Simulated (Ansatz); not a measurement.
# GeRh: the cost of one run

Computed with Ansatz 0.2.0 (DFT LDA, scalar-relativistic, plane waves, PAW, unless a step's input says otherwise).

### Step 1. The system as given

Symmetry: P2_13, No. 198, cubic system. The conventional cell has a = 4.908 Å, b = 4.908 Å, c = 4.908 Å, α = 90.00°, β = 90.00°, γ = 90.00°. Ge (site symmetry 3) is surrounded by 4 Rh at 2.42 to 2.47 Å. Around Rh (site symmetry 3) lie 4 Ge at 2.42 to 2.47 Å.

Structure file:

```cif
data_structure
_symmetry_space_group_name_H-M 'P2_13'
_symmetry_Int_Tables_number 198
_cell_length_a 4.9084
_cell_length_b 4.9084
_cell_length_c 4.9084
_cell_angle_alpha 90.000
_cell_angle_beta 90.000
_cell_angle_gamma 90.000
_cell_volume 118.25
loop_
_atom_site_label
_atom_site_type_symbol
_atom_site_symmetry_multiplicity
_atom_site_Wyckoff_symbol
_atom_site_fract_x
_atom_site_fract_y
_atom_site_fract_z
_atom_site_occupancy
Ge1 Ge 4 a 0.16628 0.33372 0.66628 1
Rh1 Rh 4 a 0.88221 0.61779 0.38221 1
```

Source of the structure: the Materials Project (structure only).

(A quick probe on a coarse mesh, which set the mesh and smearing, is not shown.)

### Step 3. Full relaxation

input.yaml reads:

```yaml
crystal:
  lattice:
    - [4.90838903, 0.0, 0.0]
    - [0.0, 4.90838903, 0.0]
    - [0.0, 0.0, 4.90838903]
  atoms:
    - { symbol: Ge, position: [0.16628187, 0.33371813, 0.66628187] }
    - { symbol: Ge, position: [0.33371813, 0.66628187, 0.16628187] }
    - { symbol: Ge, position: [0.66628187, 0.16628187, 0.33371813] }
    - { symbol: Ge, position: [0.83371813, 0.83371813, 0.83371813] }
    - { symbol: Rh, position: [0.88220944, 0.61779056, 0.38220944] }
    - { symbol: Rh, position: [0.61779056, 0.38220944, 0.88220944] }
    - { symbol: Rh, position: [0.38220944, 0.88220944, 0.61779056] }
    - { symbol: Rh, position: [0.11779056, 0.11779056, 0.11779056] }
basis:
  ecutwfc: 420
kpoints:
  mp_grid: { grid: [8, 8, 8] }
hamiltonian:
  xc: lda
scf:
  occupations: { method: gaussian, width: 0.1 }
output:
  forces: true
  stress: true
  eigenvalues: true
  write_density: true
  write_potential: true
  elf: true
  volumetric_format: npy
relax:
  adjacent_minimum: "off"
  f_tol: 0.005
  max_steps: 80
  cell: { stress_tol: 0.05 }
```

Command:

```console
> ansatz run input.yaml --threads 2 --pin off --max-ram 5120MiB --backend cpu --events-out ev --progress --plain --runs-dir out
```

Q: Estimate wall time and peak memory on 2 threads of Arm Neoverse V1, shared host.

About 3.6 min, with a peak of 0.59 GiB.
